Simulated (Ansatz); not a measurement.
The system is SnTe3.

```
Te Sn
1.0
     0.00000    3.86122    3.86122
     3.86122    0.00000    3.86122
     3.86122    3.86122    0.00000
Te Sn
3 1
Cartesian
  3.8612 3.8612 3.8612
  5.7918 5.7918 5.7918
  1.9306 1.9306 1.9306
  0.0000 0.0000 0.0000
```

The cell comes from a database or a generator and needn't be the stable form of this composition.

Base run:

```yaml
Program: Ansatz 0.2.0
Functional: LDA
Potentials_or_basis: all-electron LAPW, scalar-relativistic
Cutoff: 144 eV
Density_cutoff: 574 eV
Basis_error_allowed: 0.002 eV/atom
k_mesh: 6 × 6 × 6
Occupations: fermi-dirac, width 0.05 eV
Spin: no spin polarisation
```

Its results: pressure -3.8 GPa.

Q: The run is repeated on the same cell with these changes: functional from LDA to PBE. What comes out?

A: Pressure 0.2 GPa.

PBE binds less tightly than LDA, so the same cell stands under more pressure.

Not every run made on this cell is shown here.
